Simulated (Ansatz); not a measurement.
# BSiH5 (boranylsilane): HSE06/STO-3G

What is the electronic atomisation energy of BSiH5 (boranylsilane) at HSE06/STO-3G? 

Program for the calculation: Ansatz 0.2.0.

47 further runs of the same task are left out: 47 set aside as unsound or not needed.

## Step 1: Starting point

BSiH5 has 7 atoms, charge 0, and is taken as a singlet. SMILES: `B[SiH3]`. The shape is that of a PBE0-D4/def2-TZVP optimisation.

Bond lengths: B1–Si2 2.010 Å, B1–H3 1.196 Å, B1–H4 1.195 Å, Si2–H5 1.492 Å, Si2–H6 1.492 Å, Si2–H7 1.487 Å. Angles: B1–Si2–H5 108.8°, B1–Si2–H6 108.8°, B1–Si2–H7 115.1°, Si2–B1–H3 118.9°, Si2–B1–H4 123.6°, H5–Si2–H6 107.3°, H5–Si2–H7 108.3°, H6–Si2–H7 108.3°, H3–B1–H4 117.5°.

## Step 2: The energy at HSE06/STO-3G

run.yaml reads:

```yaml
crystal:
  periodic: [false, false, false]
  atoms:
    - {symbol: B, position_ang: [-0.043200, -1.189000, 0.204300]}
    - {symbol: Si, position_ang: [0.089100, 0.785300, -0.148500]}
    - {symbol: H, position_ang: [-1.126000, -1.690600, 0.290100]}
    - {symbol: H, position_ang: [0.906400, -1.902500, 0.335400]}
    - {symbol: H, position_ang: [-0.616000, 1.093400, -1.427200]}
    - {symbol: H, position_ang: [-0.623600, 1.516700, 0.939600]}
    - {symbol: H, position_ang: [1.474500, 1.318800, -0.239500]}
basis:
  gaussian: {orbitals: STO-3G}
hamiltonian: {xc: {name: HSE06}}
accuracy: high
```

Started as:

```console
$ ansatz run run.yaml --threads 1 --pin off --max-ram 2610MiB --events-out events.jsonl --progress --plain --runs-dir runs
```

The program printed:

```text
Warning: RAYON_NUM_THREADS=1 ignored (pool sized by the plan → 1); use --threads N
Functional definition: HSE06
  name "HSE06"
  parameter a = 0.25
  parameter omega = 0.11/bohr
  exchange = pbe_x - a*pbe_x_sr(omega) + a*exact_x_sr(omega)
  correlation = pbe_c
334 factors; integrals over basis functions are off by at most 1.3e-8 eV
64 factors; integrals over basis functions are off by at most 1.2e-9 eV
mean field evaluation 1: about -8529.0983 eV, gradient 1.2e1 eV
mean field evaluation 2: about -8529.4159 eV, gradient 7.8e0 eV
mean field evaluation 4: about -8529.6443 eV, gradient 2.9e-1 eV
mean field evaluation 8: about -8529.5719 eV, gradient 1.5e-3 eV
mean field -8529.57186483 eV, -313.4559844809 hartree, gradient 5.9e-8 eV, S^2 0.000000; 0 other end points of the search recorded, 0 dependent functions left out
reference -8529.57186682 eV, -313.4559845543 hartree; 12, 12 occupied and 7, 7 virtual orbitals, 334 factors
Total energy: -8529.57186682 eV, -313.4559845543 hartree
```

It took 1.3 s on 1 thread of Arm Neoverse V2, shared host; peak memory 0.1 GiB.

## Step 3: The B atom, same level

run.yaml reads:

```yaml
crystal:
  periodic: [false, false, false]
  atoms:
    - {symbol: B, position_ang: [0.000000, 0.000000, 0.000000]}
basis:
  gaussian:
    orbitals: STO-3G
magnetization:
  spin_polarized: true
  initial_magnetization: 1
hamiltonian:
  xc: hse06
accuracy: high
```

Run the same way, it converges to -24.23396 Eh (log not shown).

## Step 4: The H atom at the same level

molecule.yaml reads:

```yaml
crystal:
  periodic: [false, false, false]
  atoms:
    - {symbol: H, position_ang: [0.000000, 0.000000, 0.000000]}
basis:
  gaussian:
    orbitals: STO-3G
magnetization:
  spin_polarized: true
  initial_magnetization: 1
hamiltonian:
  xc: {name: HSE06}
accuracy: high
```

Started as:

```console
$ ansatz run molecule.yaml --threads 1 --pin off --max-ram 2610MiB --events-out events.jsonl --progress --plain --runs-dir runs
```

The program printed:

```text
Warning: RAYON_NUM_THREADS=1 ignored (pool sized by the plan → 1); use --threads N
[... 6 set-up lines as earlier in the session ...]
1 factors; integrals over basis functions are off by at most 4.6e-10 eV
1 factors; integrals over basis functions are off by at most 1.8e-10 eV
mean field evaluation 1: about -12.6861 eV, gradient 0.0e0 eV
mean field evaluation 2: about -12.6860 eV, gradient 0.0e0 eV
mean field -12.68600353 eV, -0.4662020310 hartree, gradient 0.0e0 eV, S^2 0.750000; 0 other end points of the search recorded, 0 dependent functions left out
reference -12.68600463 eV, -0.4662020713 hartree; 1, 0 occupied and 0, 1 virtual orbitals, 1 factors
Total energy: -12.68600463 eV, -0.4662020713 hartree
```

It took 0.12 s on 1 thread of Arm Neoverse V2, shared host.

## Step 5: The Si atom

input.yaml reads:

```yaml
basis:
  gaussian:
    orbitals: STO-3G
crystal:
  periodic: [false, false, false]
  atoms:
    - symbol: Si
      position_ang: [0.000000, 0.000000, 0.000000]
magnetization:
  spin_polarized: true
  initial_magnetization: 2
hamiltonian:
  xc: hse06
accuracy: high
```

Started as:

```console
$ ansatz run input.yaml --threads 1 --pin off --max-ram 2610MiB --events-out events.jsonl --progress --plain --runs-dir runs
```

The program printed:

```text
Warning: RAYON_NUM_THREADS=1 ignored (pool sized by the plan → 1); use --threads N
[... 6 set-up lines as earlier in the session ...]
42 factors; integrals over basis functions are off by at most 2.5e-9 eV
19 factors; integrals over basis functions are off by at most 2.3e-10 eV
mean field evaluation 1: about -7777.4736 eV, gradient 2.3e-1 eV
mean field evaluation 2: about -7777.4737 eV, gradient 9.7e-3 eV
mean field evaluation 4: about -7777.4729 eV, gradient 2.6e-4 eV
mean field evaluation 8: about -7777.4729 eV, gradient 4.3e-9 eV
mean field -7777.47292407 eV, -285.8168581992 hartree, gradient 4.3e-9 eV, S^2 2.000001; 0 other end points of the search recorded, 0 dependent functions left out
reference -7777.47292555 eV, -285.8168582533 hartree; 8, 6 occupied and 1, 3 virtual orbitals, 42 factors
Total energy: -7777.47292555 eV, -285.8168582533 hartree
```

It took 0.52 s on 1 thread of Arm Neoverse V2, shared host.

## Step 6: What came out

Level: HSE06/STO-3G.

```
                     quantity          value
       molecule: total energy  -313.45598 Eh
         B atom: total energy   -24.23396 Eh
                 B atom: ⟨S²⟩          0.750
         H atom: total energy    -0.46620 Eh
                 H atom: ⟨S²⟩          0.750
        Si atom: total energy  -285.81686 Eh
                Si atom: ⟨S²⟩          2.000
electronic atomisation energy      29.229 eV
```

Taking the molecule apart into free atoms costs 29.23 eV (674 kcal/mol), before zero-point energy and without spin-orbit coupling. In a minimal basis such a difference can be off by several eV, whatever the method.
